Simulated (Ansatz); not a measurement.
# CH8N2Si2: the cost of one run

All numbers below are computed with Ansatz 0.2.0 (RKS PBE/STO-3G).

### Step 1. The starting structure

Bond lengths: N1–C2 1.260 Å, C2–Si3 1.858 Å, C2–Si4 1.901 Å, Si4–N5 1.700 Å, N1–H6 1.024 Å, Si3–H7 1.538 Å, Si3–H8 1.425 Å, Si3–H9 1.536 Å, Si4–H10 1.415 Å, Si4–H11 1.532 Å, N5–H12 1.018 Å, N5–H13 1.008 Å. Angles (14 of 19 angles, heavy atoms first): N1–C2–Si3 124.7°, N1–C2–Si4 121.5°, Si3–C2–Si4 113.7°, C2–Si4–N5 110.3°, C2–N1–H6 116.3°, C2–Si3–H7 110.3°, C2–Si3–H8 112.9°, C2–Si3–H9 109.4°, C2–Si4–H10 112.6°, C2–Si4–H11 106.9°, N5–Si4–H10 110.4°, N5–Si4–H11 104.6°, Si4–N5–H12 108.6°, Si4–N5–H13 106.5°.

As a file:

```xyz
13

N    -0.3141    1.2480    1.1260
C    -0.1496    0.1507    0.5298
Si   -0.2603   -1.5184    1.3375
Si    0.3688    0.0825   -1.2976
N     0.3472    1.6416   -1.9741
H    -0.5925    1.1922    2.1097
H     1.1047   -2.2245    1.2909
H    -1.2235   -2.3690    0.7224
H    -0.5769   -1.3419    2.8298
H     1.6377   -0.5166   -1.4811
H    -0.7305   -0.6780   -2.0452
H    -0.5368    2.0872   -1.7353
H     0.9461    2.2114   -1.3981
```

### Step 2. Relaxing end A

input.yaml reads:

```yaml
crystal:
  periodic: [false, false, false]
  atoms:
    - { symbol: "N", position_ang: [-0.3141, 1.248, 1.126] }
    - { symbol: C, position_ang: [-0.1496, 0.1507, 0.5298] }
    - { symbol: Si, position_ang: [-0.2603, -1.5184, 1.3375] }
    - { symbol: Si, position_ang: [0.3688, 0.0825, -1.2976] }
    - { symbol: "N", position_ang: [0.3472, 1.6416, -1.9741] }
    - { symbol: H, position_ang: [-0.5925, 1.1922, 2.1097] }
    - { symbol: H, position_ang: [1.1047, -2.2245, 1.2909] }
    - { symbol: H, position_ang: [-1.2235, -2.369, 0.7224] }
    - { symbol: H, position_ang: [-0.5769, -1.3419, 2.8298] }
    - { symbol: H, position_ang: [1.6377, -0.5166, -1.4811] }
    - { symbol: H, position_ang: [-0.7305, -0.678, -2.0452] }
    - { symbol: H, position_ang: [-0.5368, 2.0872, -1.7353] }
    - { symbol: H, position_ang: [0.9461, 2.2114, -1.3981] }
basis:
  gaussian: { orbitals: STO-3G }
hamiltonian:
  xc: pbe
relax:
  f_tol: 0.015
  max_steps: 40
```

The run is started by

```
$ ansatz run input.yaml --threads 1 --pin off --max-ram 2048MiB --backend cpu --events-out ev --progress --plain --runs-dir out
```

Q: Estimate wall time and peak memory on 1 thread of Intel Xeon Platinum 8559C (Emerald Rapids), shared host.

About 18 s, with a peak of 0.15 GiB.
